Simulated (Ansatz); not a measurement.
# C2H4AlB: single points off equilibrium

An exercise on one series of results from a longer session: the logs are not shown, and one member is left open.

The runs use Ansatz 0.2.0, Gaussian basis; single points in def2-TZVPP.

Correlated methods freeze the cores.

1 further run of the same task is left out (it didn't finish).

## The system as given

SMILES `[AlH2][B]1C=C1`, 8 atoms, charge 0, spin multiplicity 1.

Atoms are counted from 1 here; the program's logs count them from 0.

Bond lengths: Al1–B2 2.020 Å, Al1–H5 1.598 Å, Al1–H6 1.589 Å, B2–C3 1.505 Å, B2–C4 1.512 Å, C3–C4 1.340 Å, C3–H7 1.080 Å, C4–H8 1.093 Å. Angles: B2–Al1–H5 123.1°, B2–Al1–H6 128.1°, H5–Al1–H6 108.0°, Al1–B2–C3 151.1°, Al1–B2–C4 155.8°, C3–B2–C4 52.7°, B2–C3–C4 63.9°, B2–C3–H7 162.2°, C4–C3–H7 133.2°, B2–C4–C3 63.3°, B2–C4–H8 157.3°, C3–C4–H8 139.1°.

Geometry (Å):

```tsv
atom	x (Å)	y (Å)	z (Å)
Al1	-1.08889	1.41313	-0.61661
B2	0.03647	-0.12111	0.06054
C3	1.24598	-0.64978	0.78278
C4	0.47635	-1.56343	0.17670
H5	-2.51607	1.21171	-1.30639
H6	-0.88157	2.96849	-0.36358
H7	2.10685	-0.72060	1.43109
H8	0.40676	-2.65003	0.07738
```

Set-up of the first run:

Contents of run/in.yaml:

```yaml
crystal:
  periodic: [false, false, false]
  atoms:
    - {symbol: Al, position_ang: [-1.088888, 1.413127, -0.616607]}
    - {symbol: B, position_ang: [0.036466, -0.121105, 0.060538]}
    - {symbol: C, position_ang: [1.245976, -0.649782, 0.782782]}
    - {symbol: C, position_ang: [0.476352, -1.563433, 0.176704]}
    - {symbol: H, position_ang: [-2.516067, 1.211706, -1.306395]}
    - {symbol: H, position_ang: [-0.881565, 2.968492, -0.363584]}
    - {symbol: H, position_ang: [2.106846, -0.720601, 1.431089]}
    - {symbol: H, position_ang: [0.406757, -2.650032, 0.077376]}
basis:
  gaussian: {orbitals: def2-TZVPP}
hamiltonian: {xc: pbe, dispersion: d4}
output: {forces: true}
```

On the command line:

```
$ ansatz run in.yaml --threads 2 --pin off --events-out ev --progress --plain --max-ram 3481MiB
```

Steps of the session up to this table: PBE-D4/def2-TZVPP; r2SCAN-D4/def2-TZVPP; PBE0-D4/def2-TZVPP; wB97M-V/def2-TZVPP; CCSD(T)/def2-TZVPP.

One of the session's tables, all rows but one given; the rest of the session is left out.

| method | RMS force component (eV/Å) | angle to CCSD(T) forces (°) | dipole (D) |
| --- | --- | --- | --- |
| PBE-D4 | ? | ? | ? |
| r2SCAN-D4 | 0.622 | 20.2 | 2.50 |
| PBE0-D4 | 0.661 | 23.9 | 2.44 |
| wB97M-V | 0.655 | 21.5 | 2.39 |
| CCSD(T) | 0.605 | reference | 2.34 |

**Question.** Estimate the row for PBE-D4.

**Answer.** RMS force component (eV/Å): 0.559; angle to CCSD(T) forces (°): 16.3; dipole (D): 2.48. In the column «RMS force component (eV/Å)» it is the lowest.
